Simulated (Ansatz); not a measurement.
Crystal: HPbNO4.

```
H Pb N O
1.0
     4.27531   -0.00040    0.00636
    -2.08399    5.20775   -0.04907
    -2.12377   -1.86574    4.91491
H Pb N O
1 1 1 4
Cartesian
  2.2338 -1.5247 4.4769
  0.1373 4.0030 0.6652
  -2.0197 1.5311 2.4473
  2.2736 4.7756 0.1022
  -1.9905 2.6889 2.9560
  2.2225 1.4102 1.1945
  -2.0163 0.5081 3.1892
```

The cell was built by a generator and needn't be a form met in nature.

Base run:

| Property | Result |
| --- | --- |
| Program | Ansatz 0.2.0 |
| Functional | r2SCAN |
| Potentials or basis | Ansatz PAW |
| Cutoff | 500 eV (not typed: the program's choice for these potentials) |
| k mesh | 8 × 6 × 6 |
| Occupations | fermi-dirac, width 0.05 eV |
| Spin | no spin polarisation |

Its results: band gap on the k mesh 3.17 eV, indirect (least direct gap 3.50 eV); pressure -3.0 GPa; largest force 0.658 eV/Å.

**Question.** The run is repeated on the same cell with these changes: functional from r2SCAN to HSE03; cutoff from 500 eV (not typed: the program's choice for these potentials) to 420 eV (not typed: the program's choice for these potentials); k mesh from 8 × 6 × 6 to 4 × 3 × 3. What comes out?

**Answer.** Band gap on the k mesh 3.95 eV, indirect (least direct gap 4.24 eV); pressure -3.8 GPa; largest force 1.498 eV/Å.

Several settings changed at once, so the effect can't be laid on one alone.

Caveats: some runs use coarse meshes; spin-orbit coupling is left out, which as a rule narrows the gap of such compounds by several tenths of an eV; the PAW data sets come from PBE, with cores solved anew for the run's functional, which leaves a small shift of forces and pressure; odd divisions of the mesh miss points on the zone boundary, where band edges often lie, so the gap on the mesh can be too wide (some runs); forces of over 1 eV/Å show positions far from the minimum, so gaps and moduli don't describe the material at rest (some runs); the thresholds are loose for stress (some runs).

A k mesh can miss the band edges.
